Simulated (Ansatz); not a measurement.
# TaSi2: the cost of one run

Program: Ansatz 0.2.0. Level of theory: DFT PBEsol, scalar-relativistic, plane waves, PAW. These are calculated values, not measurements.

The COD entry's cell or inner coordinates are ideal or old and differ from later refinements, so a difference from it is no clean test against experiment.

3 further runs of the same task are left out: 3 set aside as unsound or not needed. Runs told in other sessions of the task aren't counted.

## Step 1: The starting structure

Symmetry: P6_222, No. 180, hexagonal system. Conventional cell: a = 4.761 Å, b = 4.761 Å, c = 6.556 Å, α = 90.00°, β = 90.00°, γ = 120.00°. Ta (site symmetry 222) is surrounded by 10 Si at 2.60 to 2.81 Å. Around Si (site symmetry 2) lie 5 Si at 2.55 to 2.81 Å and 5 Ta at 2.60 to 2.81 Å.

As a file:

```cif
data_structure
_symmetry_space_group_name_H-M 'P 1'
_symmetry_Int_Tables_number 1
_cell_length_a 4.7609
_cell_length_b 4.7609
_cell_length_c 13.1116
_cell_angle_alpha 90.000
_cell_angle_beta 90.000
_cell_angle_gamma 60.000
_cell_volume 257.37
loop_
_atom_site_label
_atom_site_type_symbol
_atom_site_fract_x
_atom_site_fract_y
_atom_site_fract_z
_atom_site_occupancy
Ta1 Ta 0.50000 0.00000 0.25000 1
Ta2 Ta 0.50000 0.00000 0.75000 1
Ta3 Ta 0.00000 0.50000 0.41667 1
Ta4 Ta 0.00000 0.50000 0.91667 1
Ta5 Ta 0.50000 0.50000 0.08333 1
Ta6 Ta 0.50000 0.50000 0.58333 1
Si1 Si 0.15927 0.68146 0.25000 1
Si2 Si 0.15927 0.68146 0.75000 1
Si3 Si 0.31854 0.84073 0.41667 1
Si4 Si 0.31854 0.84073 0.91667 1
Si5 Si 0.15927 0.15927 0.08333 1
Si6 Si 0.15927 0.15927 0.58333 1
Si7 Si 0.84073 0.31854 0.25000 1
Si8 Si 0.84073 0.31854 0.75000 1
Si9 Si 0.68146 0.15927 0.41667 1
Si10 Si 0.68146 0.15927 0.91667 1
Si11 Si 0.84073 0.84073 0.08333 1
Si12 Si 0.84073 0.84073 0.58333 1
```

It is built from the cell relaxed beforehand with the same method (14.30 Å³/atom).

## Step 2: The reference: the undisturbed cell on the scan's mesh

Input file input.yaml:

```yaml
crystal:
  lattice:
    - [-4.76085954, 0.0, 0.0]
    - [-2.38042977, -4.1230253055, 0.0]
    - [0.0, 0.0, 13.1115682148]
  atoms:
    - { symbol: Ta, position: [0.5, 1.0, 0.25] }
    - { symbol: Ta, position: [0.5, 1.0, 0.75] }
    - { symbol: Ta, position: [0.0, 0.5, 0.4166666667] }
    - { symbol: Ta, position: [0.0, 0.5, 0.9166666667] }
    - { symbol: Ta, position: [0.5, 0.5, 0.0833333333] }
    - { symbol: Ta, position: [0.5, 0.5, 0.5833333333] }
    - { symbol: Si, position: [0.1592675414, 0.6814649172, 0.25] }
    - { symbol: Si, position: [0.1592675414, 0.6814649172, 0.75] }
    - { symbol: Si, position: [0.3185350828, 0.8407324586, 0.4166666667] }
    - { symbol: Si, position: [0.3185350828, 0.8407324586, 0.9166666667] }
    - { symbol: Si, position: [0.1592675414, 0.1592675414, 0.0833333333] }
    - { symbol: Si, position: [0.1592675414, 0.1592675414, 0.5833333333] }
    - { symbol: Si, position: [0.8407324586, 0.3185350828, 0.25] }
    - { symbol: Si, position: [0.8407324586, 0.3185350828, 0.75] }
    - { symbol: Si, position: [0.6814649172, 0.1592675414, 0.4166666667] }
    - { symbol: Si, position: [0.6814649172, 0.1592675414, 0.9166666667] }
    - { symbol: Si, position: [0.8407324586, 0.8407324586, 0.0833333333] }
    - { symbol: Si, position: [0.8407324586, 0.8407324586, 0.5833333333] }
basis:
  ecutwfc: 420
kpoints:
  mp_grid: { grid: [9, 9, 3] }
hamiltonian:
  xc: pbesol
scf:
  occupations: { method: gaussian, width: 0.15 }
output:
  forces: true
  stress: true
  eigenvalues: true
```

Run with:

```
> ansatz run input.yaml --threads 2 --pin off --max-ram 5120MiB --backend cpu --events-out ev --progress --plain --runs-dir out
```

What time and memory should one allow on 2 threads of Arm Neoverse V1, shared host?

About 27 s, with a peak of 0.73 GiB.
